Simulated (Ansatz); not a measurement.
This script makes a test of the smearing width of Ni, space group P6_3/mmc with the Python package of Ansatz (0.2.0).

`ni.py`
```python
'''How the energy of Ni depends on the smearing.'''

import csv

import ansatz as az

KMESH = (13, 13, 7)
FUNCTIONAL = 'pbesol'


def main() -> None:
    cell = (
        az.Lattice.of([2.448023, 0.0, 0.0], [-1.224011, 2.12005, 0.0], [0.0, 0.0, 4.072808])
        .atom('Ni', [1 / 3, 2 / 3, 0.25])
        .atom('Ni', [2 / 3, 1 / 3, 0.75])
        .moments(Ni=1.5)
    )

    job = (
        cell.calculation()
        .kpoints(*KMESH, center='gamma')
        .spin(az.SpinTreatment.COLLINEAR)
        .functional(FUNCTIONAL)
        .pseudopotentials('paw')
        .stress()
    )

    rows = []
    for value in [0.3, 0.2, 0.1, 0.05]:
        data = job.occupations('fermi_dirac', width=value).run().report
        rows.append((value, data['free_energy_ev'] / len(data['lattice']['sites']), data['n_iterations'], sum(data['stress_gpa'][i][i] for i in range(3)) / 3, data['magnetization_mub'], data['n_kpoints']))

    with open('smear.csv', 'w', newline='') as handle:
        writer = csv.writer(handle)
        writer.writerow(['width (eV)', 'F/atom (eV)', 'iterations', 'P (GPa)', 'moment (muB)', 'k-points'])
        writer.writerows([round(v, 5) if isinstance(v, float) else v for v in row] for row in rows)

    # the last row is the reference
    for row in rows[:-1]:
        shift = 1000 * (row[1] - rows[-1][1])
        print(f'{row[0]}: {shift:+.2f} meV/atom' + ('  (within 5 meV)' if abs(shift) < 5 else ''))


if __name__ == '__main__':
    main()
```

How much does the free energy per atom change between the narrowest and the widest smearing, and why?

Going from 0.05 to 0.3 eV changes F by -244.8 meV an atom. With this scheme F falls roughly as the square of the width; the report's estimate for zero width (energy_sigma0_ev) moves by only -17.1 meV. The pressure moves from -3.22 to -1.16 GPa.

What the script printed:

```console
$ python ni.py
DeckWarning: basis.ecutwfc = 420 eV, auto-derived from the records' recommended cutoffs: set by Ni (normal level)
RunWarning: the starting moments were not kept: the SCF closed with an absolute magnetisation of 5.3e-6 μB, where they sum to 3 μB in size (2 sites). That is at most 0.1 of that sum. Measured as dr2_m measures the in/out step, that magnetisation stands [...]
0.3: -244.84 meV/atom
0.2: -107.51 meV/atom
0.1: -23.64 meV/atom
```
(Warnings from the package without file and line, shortened.)

It writes `smear.csv`:
```csv
width (eV),F/atom (eV),iterations,P (GPa),moment (muB),k-points
0.3,-5805.19787,14,-1.16487,-0.0,84
0.2,-5805.06054,11,-2.13103,0.97654,84
0.1,-5804.97667,11,-2.86127,1.24502,84
0.05,-5804.95303,11,-3.22313,1.26048,84
```

Notes:
- The SCF didn't keep the moments it started from (some shrank, vanished or turned); what is printed is the state reached.
- The mesh is modest for a metal, so energies can be off by several to tens of meV an atom and pressures by half a GPa or more; differences at equal mesh fare better.
- The overall sign of a collinear moment is arbitrary, and semilocal functionals can give small moments to compounds that are paramagnetic.
- The smearing is wide enough that free energy and stress hold a thermal part of the electrons.
- The narrowest width needs the finest mesh, so the last row is no converged reference.
- Pressure is positive in compression.
- This isn't the structure that Ni takes at ambient conditions.
- The whole script took 39 s on 1 thread of Intel(R) Xeon(R) Processor @ 2.30GHz, with other jobs on the host, peak memory 0.71 GiB.
